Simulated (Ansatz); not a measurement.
# O3Si3: the cost of one run

Method: Hartree-Fock, Gaussian basis sto-3g, and further levels as typed in the inputs, in Ansatz 0.2.0.

## (1) The structure to begin with

Bond lengths: Si1–O4 1.720 Å, Si2–O4 1.720 Å, Si2–O5 1.720 Å, Si3–O5 1.720 Å, Si1–O6 1.720 Å, Si3–O6 1.720 Å. Angles: Si1–O4–Si2 120.0°, O4–Si1–O6 120.0°, O4–Si2–O5 120.0°, Si2–O5–Si3 120.0°, O5–Si3–O6 120.0°, Si1–O6–Si3 120.0°.

Structure file:

```xyz
6

Si    1.7200    0.0000    0.0000
Si   -0.8600    1.4896    0.0000
Si   -0.8600   -1.4896    0.0000
O     0.8600    1.4896    0.0000
O    -1.7200    0.0000    0.0000
O     0.8600   -1.4896    0.0000
```

## (2) Relaxing the atoms: O3Si3

Contents of input.yaml:

```yaml
relax:
  f_tol: 0.0005
  max_steps: 200
crystal:
  periodic: [false, false, false]
  atoms:
    - { symbol: Si, position_ang: [1.72, 0.0, 0.0] }
    - { symbol: Si, position_ang: [-0.86, 1.48956, 0.0] }
    - { symbol: Si, position_ang: [-0.86, -1.48956, 0.0] }
    - { symbol: O, position_ang: [0.86, 1.48956, 0.0] }
    - { symbol: O, position_ang: [-1.72, 0.0, 0.0] }
    - { symbol: O, position_ang: [0.86, -1.48956, 0.0] }
basis:
  gaussian: { orbitals: sto-3g }
hamiltonian:
  xc: hf
```

The run is started by

```sh
$ ansatz run input.yaml --threads 4 --pin off --max-ram 12288MiB --backend cpu --events-out ev --progress --plain --runs-dir out
```

What time and memory should one allow on 4 threads of AMD EPYC 7R43 (Zen 3), shared host?

About 5.6 s, with a peak of 0.11 GiB.
